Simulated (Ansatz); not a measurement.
# BiS (Pm-3m) in Ansatz: settings compared, part 2 of 2

Ansatz 0.2.0. Earlier steps stand in the parts before.

## (4) Band structure, HSEsol

Contents of input:

```
crystal:
  lattice:
    - [4.00294434, 0.0, 0.0]
    - [0.0, 4.00294434, 0.0]
    - [0.0, 0.0, 4.00294434]
  atoms:
    - { symbol: Bi, position: [0.5, 0.5, 0.5] }
    - { symbol: S, position: [0.0, 0.0, 0.0] }
hamiltonian:
  xc:
    exchange: hjs_pbesol
    correlation: pbesol
    exx: { coeff: 0.25, omega: 0.207 }
  pseudopotentials: { kind: paw }
kpoints:
  mp_grid: { grid: [4, 4, 4] }
  band_path:
    path:
      - [[0.0, 0.0, 0.0], [0.0, 0.5, 0.0], [0.5, 0.5, 0.0], [0.0, 0.0, 0.0], [0.5, 0.5, 0.5], [0.0, 0.5, 0.0]]
      - [[0.5, 0.5, 0.0], [0.5, 0.5, 0.5]]
    npoints: 4
scf:
  occupations: { method: fermi_dirac, width: 0.05 }
  n_extra_bands: 6
output:
  forces: true
  stress: true
  eigenvalues: true
  fatbands: false
```

Potentials or basis: Ansatz PAW.

The log of the run:

```text
Warning: output.stress: scf.convergence.dr2_threshold = 1e-7 eV (the SCF's general default) is looser than the 2e-10 eV advised for a printed stress (1e-10 eV for each atom of the cell: 2). What an SCF threshold leaves in a stress goes as its square root, and in the free energy as the threshold itself, and one threshold admits the most on a small cell: of the crystals measured, under no hybrid functional and no lock of the moments, on runs that ended without the residual-converged pass, on stresses that held no estimate of that error, the worst erred by over 100 MPa in a component at 1e-7 eV an atom and by under 5 at 1e-10. Set scf.convergence.dr2_threshold to 2e-10 eV or tighter. The threshold is an SCF's pass mark: one that does not reach it within its budget of iterations ends unconverged, or closes short of it on a stop that the run arms, and scf.convergence.dr2_threshold's page says what that costs each kind of run
Warning: output.stress: scf.exx.energy_threshold = 1e-6 eV is looser than the 2e-8 eV advised for a stress under a hybrid functional (1e-8 eV for each atom of the cell: 2). Every SCF of the exchange loop can meet its threshold on dr2 while the loop round them stops early: no threshold on dr2 bounds what that leaves in the stress. Set scf.exx.energy_threshold to 2e-8 eV or tighter. The threshold is the loop's pass mark: a loop that does not reach it within its budget of cycles ends unconverged, and scf.exx.energy_threshold's page has the law
scf.n_extra_bands = 6 over 11 filled bands (N_el = 21.0): the run solves 17 bands
GPUs: using 1 of 1 available (devices: 1).
[... 111 lines left out ...]
        0.000000       0.000000     -14.546678
  P = ⅓ Tr σ = -14.5467 GPa (-145.467 kbar)
--- Band table (eV; the first three rows and the last of 10) ---
  k-point 0: bands = ["-19.3540", "-19.3540", "-19.3080", "-19.3080", "-19.3080", "-8.1806", "-4.4745", "3.8143", "3.8143", "3.8143", "9.5071", "9.5071", "9.5071", "11.3415", "11.3415", "14.2747", "17.9414"]
  k-point 1: bands = ["-19.3535", "-19.3372", "-19.3129", "-19.3129", "-19.3076", "-7.7714", "-4.9427", "3.5880", "4.2317", "4.2317", "7.0220", "8.7648", "8.7648", "11.8900", "13.7515", "16.3126", "16.6221"]
  k-point 2: bands = ["-19.3530", "-19.3205", "-19.3178", "-19.3178", "-19.3071", "-7.0858", "-5.7204", "4.2144", "4.7657", "4.8177", "4.8177", "7.8569", "7.8569", "13.3078", "13.8172", "16.6578", "18.5230"]
  k-point 9: bands = ["-19.3277", "-19.3277", "-19.3277", "-19.3021", "-19.3021", "-6.5643", "-4.4591", "3.3938", "3.3938", "3.3938", "4.6143", "4.6143", "4.6143", "17.2219", "17.2219", "17.2219", "20.7140"]
```

bands.tsv:

```text
# k_distance	band_0	band_1	band_2	band_3	band_4	band_5	band_6	band_7	band_8	band_9	band_10	band_11	band_12	band_13	band_14	band_15	band_16
# fermi_ev = 6.312493
# lock_threshold_ev = 1e-6
[... 36 lines left out ...]
5.345002	-25.643643	-25.642183	-25.630701	-25.630701	-25.614555	-13.036785	-11.251545	-4.666133	-4.666133	-1.570385	1.443968	1.489122	1.489122	6.754029	8.370648	8.920591	8.920591
5.541208	-25.641388	-25.634703	-25.634703	-25.631480	-25.614579	-12.972318	-11.066194	-4.211454	-4.211454	-2.193735	-0.120611	0.351332	0.351332	8.217076	9.769999	9.769999	10.900357
5.737413	-25.640588	-25.638644	-25.638644	-25.619521	-25.614606	-12.905349	-10.862511	-3.504350	-3.504350	-2.720179	-1.276631	-0.908715	-0.908715	9.944751	10.557360	10.557360	13.392752
5.933618	-25.640238	-25.640238	-25.640238	-25.614593	-25.614593	-12.876821	-10.771620	-2.918730	-2.918730	-2.918730	-1.698214	-1.698214	-1.698214	10.909385	10.909385	10.909385	14.401493
```

Run time: 20 s. Hardware: 1 × NVIDIA H100 80GB HBM3 with 2 threads of AMD EPYC 7R13 (Zen 3), shared host; peak memory 1.8 GiB.

What came out:

- Free energy: -13174.4227 eV
- Pressure: -14.5 GPa
- Band gap on the k mesh: none (metal or under the smearing width)

Levels at the corners of the path, in eV from the Fermi level:
| point | band 8 | band 9 | band 10 | band 11 | band 12 | band 13 |
| --- | --- | --- | --- | --- | --- | --- |
| Γ | -2.50 | -2.50 | -2.50 | 3.19 | 3.19 | 3.19 |
| X | -2.10 | -1.55 | -1.49 | -1.49 | 1.54 | 1.54 |
| M | -4.82 | -4.82 | -1.27 | 1.99 | 1.99 | 2.43 |
| Γ | -2.50 | -2.50 | -2.50 | 3.19 | 3.19 | 3.19 |
| R | -2.92 | -2.92 | -2.92 | -1.70 | -1.70 | -1.70 |
| X | -2.10 | -1.55 | -1.49 | -1.49 | 1.54 | 1.54 |
| M | -4.82 | -4.82 | -1.27 | 1.99 | 1.99 | 2.43 |
| R | -2.92 | -2.92 | -2.92 | -1.70 | -1.70 | -1.70 |

Caveat: the k mesh is coarse (spacing up to 0.39 Å⁻¹), so the values aren't converged, least of all with exact exchange; spin-orbit coupling is left out, which moves the levels of the heavy elements; the PAW data sets come from PBE, with cores solved anew for the run's functional, which leaves a small shift of forces and pressure; the thresholds are loose for stress.

## (5) Overview

```csv
level,gap on the mesh (eV),pressure (GPa)
HSE06,none,-13.2
HSE03,none,-12.9
HSEsol,none,-14.5
```

Alike in all rows: task band structure; potentials or basis Ansatz PAW; no spin polarisation; cell as given; k mesh 4 × 4 × 4; cutoff (eV) 420; smearing fermi-dirac 0.05 eV; the mesh is coarse, so values aren't converged.

Caveats: all runs use coarse meshes; spin-orbit coupling is left out, which moves the levels of the heavy elements; the PAW data sets come from PBE, with cores solved anew for the run's functional, which leaves a small shift of forces and pressure; the thresholds are loose for stress.

Total energies depend on the potentials used, so only differences within one code and one set of settings carry meaning.
